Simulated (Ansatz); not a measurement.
# AlBNH4F (SMILES [NH2][AlH][BH]F): wB97M-V/def2-SVPD

What is the vertical electron affinity of AlBNH4F at wB97M-V/def2-SVPD? 

Program for the calculation: Ansatz 0.2.0.

92 further runs of the same task are left out: 92 set aside as unsound or not needed.

### Step 1. Starting point

AlBNH4F: 8 atoms, total charge 0, spin state singlet. SMILES: `[NH2][AlH][BH]F`. The shape is that of a PBE0-D4/def2-TZVP optimisation. This is one conformer, not always the lowest.

Bond lengths: N1–Al2 1.770 Å, Al2–B3 2.169 Å, B3–F4 1.330 Å, N1–H5 1.008 Å, N1–H6 1.008 Å, Al2–H7 1.590 Å, B3–H8 1.208 Å. Angles: N1–Al2–B3 116.8°, Al2–B3–F4 118.5°, N1–Al2–H7 116.9°, B3–Al2–H7 126.3°, Al2–N1–H5 125.6°, Al2–N1–H6 124.3°, Al2–B3–H8 127.4°, F4–B3–H8 114.1°, H5–N1–H6 110.2°.

### Step 2. A single-point energy at wB97M-V/def2-SVPD

Contents of run.yaml:

```yaml
crystal:
  periodic: [false, false, false]
  atoms:
    - {symbol: "N", position_ang: [-1.034900, 1.238000, 0.178100]}
    - {symbol: Al, position_ang: [0.358400, 0.247200, 0.637000]}
    - {symbol: B, position_ang: [0.824000, -1.438600, -0.645900]}
    - {symbol: F, position_ang: [0.022100, -1.693000, -1.675500]}
    - {symbol: H, position_ang: [-1.365500, 2.050100, 0.674400]}
    - {symbol: H, position_ang: [-1.614500, 1.063500, -0.627700]}
    - {symbol: H, position_ang: [1.149400, 0.679500, 1.946200]}
    - {symbol: H, position_ang: [1.753200, -2.203800, -0.542400]}
basis:
  gaussian: {orbitals: def2-SVPD}
accuracy: high
output: {orbitals: {seedname: orbitals}}
hamiltonian: {xc: {name: wB97M-V}}
```

Command:

```
$ ansatz run run.yaml --threads 1 --pin off --max-ram 3480MiB --events-out events.jsonl --progress --plain --runs-dir runs
```

What it wrote:

```text
Warning: RAYON_NUM_THREADS=1 ignored (pool sized by the plan → 1); use --threads N
Functional definition: wB97M-V
  name "wB97M-V"
  parameter omega = 0.3/bohr
  parameter cx = 0.15
  parameter cx01 = 1.007
  parameter cx10 = 0.259
  parameter css00 = 0.443
  parameter css04 = -1.437
  parameter css10 = -4.535
  parameter css20 = -3.390
  parameter css43 = 4.278
  parameter cos00 = 1.000
  parameter cos10 = 1.358
  parameter cos20 = 2.924
  parameter cos21 = -8.812
  parameter cos60 = -1.390
  parameter cos61 = 9.142
  parameter b = 6.0
  parameter c = 0.01
  gx(w, u) = 1 - cx + cx01*u + cx10*w
  gss(w, u) = css00 + css04*u^4 + css10*w + css20*w^2 + css43*w^4*u^3
  gos(w, u) = cos00 + cos10*w + (cos20 + cos21*u)*w^2 + (cos60 + cos61*u)*w^6
  exchange = spin_sum(e_x_unif_sr(omega)*gx(b97_w, b97_u_x)) + cx*exact_x_sr(omega) + exact_x_lr(omega)
  correlation = spin_sum(e_c_pw_mod_same_spin*gss(b97_w, b97_u_same))
      + integral(e_c_pw_mod_opposite_spin*gos(b97_w_opposite, b97_u_opposite)) + vv10(b, c)
2418 factors; integrals over basis functions are off by at most 3.3e-9 eV
539 factors; integrals over basis functions are off by at most 1.7e-9 eV
mean field evaluation 1: about -11533.3988 eV, gradient 5.2e1 eV
mean field evaluation 2: about -11531.9946 eV, gradient 6.0e1 eV
mean field evaluation 4: about -11538.9024 eV, gradient 9.6e-1 eV
mean field evaluation 8: about -11538.9516 eV, gradient 6.9e-2 eV
mean field evaluation 16: about -11538.9516 eV, gradient 6.2e-5 eV
mean field -11538.95163972 eV, -424.0486513774 hartree, gradient 8.5e-8 eV, S^2 0.000000; 0 other end points of the search recorded, 0 dependent functions left out
reference -11538.95164614 eV, -424.0486516131 hartree; 19, 19 occupied and 100, 100 virtual orbitals, 2418 factors
Total energy: -11538.95164614 eV, -424.0486516131 hartree
```

It took 96 s on 1 thread of Arm Neoverse V1, shared host; peak memory 0.77 GiB.

### Step 3. The doublet anion

run.yaml: that of step 2 with these lines changed.

```diff
@@ -3,3 +3,3 @@
   atoms:
-    - {symbol: "N", position_ang: [-1.034900, 1.238000, 0.178100]}
+    - {symbol: N, position_ang: [-1.034900, 1.238000, 0.178100]}
     - {symbol: Al, position_ang: [0.358400, 0.247200, 0.637000]}
@@ -13,4 +13,6 @@
   gaussian: {orbitals: def2-SVPD}
+total_charge: -1
+magnetization: {spin_polarized: true, initial_magnetization: 1}
+hamiltonian: {xc: {name: wB97M-V}}
 accuracy: high
 output: {orbitals: {seedname: orbitals}}
-hamiltonian: {xc: {name: wB97M-V}}
```

Command:

```
$ ansatz run run.yaml --threads 1 --pin off --max-ram 3480MiB --events-out events.jsonl --progress --plain --runs-dir runs
```

What it wrote, cut to the lines that bear on the results:

```text
Warning: RAYON_NUM_THREADS=1 ignored (pool sized by the plan → 1); use --threads N
[... 2 set-up lines as earlier in the session ...]
[...]
  gx(w, u) = 1 - cx + cx01*u + cx10*w
  gss(w, u) = css00 + css04*u^4 + css10*w + css20*w^2 + css43*w^4*u^3
  gos(w, u) = cos00 + cos10*w + (cos20 + cos21*u)*w^2 + (cos60 + cos61*u)*w^6
[...]
      + integral(e_c_pw_mod_opposite_spin*gos(b97_w_opposite, b97_u_opposite)) + vv10(b, c)
2418 factors; integrals over basis functions are off by at most 3.3e-9 eV
539 factors; integrals over basis functions are off by at most 1.7e-9 eV
[...]
mean field -11539.11595758 eV, -424.0546899473 hartree, gradient 9.0e-8 eV, S^2 0.751328; 2 other end points of the search recorded, 0 dependent functions left out
reference -11539.11596288 eV, -424.0546901422 hartree; 20, 19 occupied and 99, 100 virtual orbitals, 2418 factors
Total energy: -11539.11596288 eV, -424.0546901422 hartree
```

Wall time 3.3 min (1 thread of Arm Neoverse V1, shared host); peak memory 1.3 GiB.

### Step 4. Outcome

Level: wB97M-V/def2-SVPD.

| quantity | value |
| --- | --- |
| singlet AlBNH4F: total energy | -424.04865 Eh |
| singlet AlBNH4F: HOMO energy | -9.43 eV |
| singlet AlBNH4F: LUMO energy | -0.25 eV |
| singlet AlBNH4F: HOMO–LUMO gap | 9.19 eV |
| doublet anion: total energy | -424.05469 Eh |
| doublet anion: HOMO energy (highest over α and β) | -0.10 eV |
| doublet anion: LUMO energy (lowest over α and β) | 4.33 eV |
| doublet anion: ⟨S²⟩ | 0.751 |
| vertical electron affinity (to the doublet anion) | 0.164 eV |

At fixed nuclei the extra electron is bound by 0.16 eV (15.9 kJ/mol).
